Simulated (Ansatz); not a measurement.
# LaAl₂, space group Fd-3m: cell relaxations under several functionals

Computed with Ansatz 0.2.0 through its Python package.

Script `laal2_lattice.py`:
```python
import warnings

import ansatz as az
import numpy as np

def edges_and_angles(cell):
    cell = np.asarray(cell)
    a, b, c = np.linalg.norm(cell, axis=1)
    cosines = cell[1] @ cell[2] / (b * c), cell[0] @ cell[2] / (a * c), cell[0] @ cell[1] / (a * b)
    return (a, b, c, *np.degrees(np.arccos(cosines)))

warnings.simplefilter("ignore", az.DeckWarning)

crystal = (
    az.Lattice.fcc(8.128928)
    .space_group(227, origin_choice=1)
    .atom("La", (0.0, 0.0, 0.5))
    .atom("Al", (0.125, 0.125, 0.125))
    .primitive()
)

setup = crystal.calculation().kpoints(5, 5, 5).basis(21 * az.Ha).occupations("Fermi-Dirac").relax(cell=True)

levels = [("lda", "none"), ("pbesol", "d3bj"), ("pbesol", "none")]
print("level            a       b       c    alpha   beta  gamma  V/atom  steps")
for name, dispersion in levels:
    seen = []
    run = setup.functional(name, dispersion=dispersion).session().plan()
    done = run.execute(on_event=lambda e: seen.append(e) if e["event"] == "relax_step" else None)
    cell = done.lattice.cell_ang
    label = name if dispersion == "none" else f"{name}+{dispersion}"
    print("{:13s} {:7.4f} {:7.4f} {:7.4f} {:6.2f} {:6.2f} {:6.2f}".format(label, *edges_and_angles(cell)), f"{abs(np.linalg.det(cell)) / len(done.lattice.sites):7.3f} {len(seen):5d}")
```

```console
$ python laal2_lattice.py
level            a       b       c    alpha   beta  gamma  V/atom  steps
lda            5.6500  5.6500  5.6500  60.00  60.00  60.00  21.256     5
pbesol+d3bj    5.6169  5.6169  5.6169  60.00  60.00  60.00  20.885     5
pbesol         5.6987  5.6987  5.6987  60.00  60.00  60.00  21.810     4
```

From smallest to largest: PBEsol+D3BJ (20.88 Å³ an atom, -6.7 % against the start), LDA (21.26 Å³ an atom, -5.0 % against the start) and PBEsol (21.81 Å³ an atom, -2.6 % against the start). The spread is 4.4 % in volume.

Reading the output:
- Forces vanish by symmetry, so the ions can't move, and the end may be a saddle.
- Dispersion corrections can be off by several per cent in the lattices of metals, and by several GPa in the pressure at a fixed cell.
- For a metal this k-point mesh is coarse: on a finer one energies can move by several to tens of meV an atom and pressures by half a GPa or more, differences at one mesh by less.
- Edges and angles are those of the cell as typed, here a primitive one, not of the conventional cell.
- This cell is a computed structure, which may not be the phase found in nature.
- Run time: 52 s on 1 thread of Arm Neoverse V1, on a shared host, peak memory 0.53 GiB.
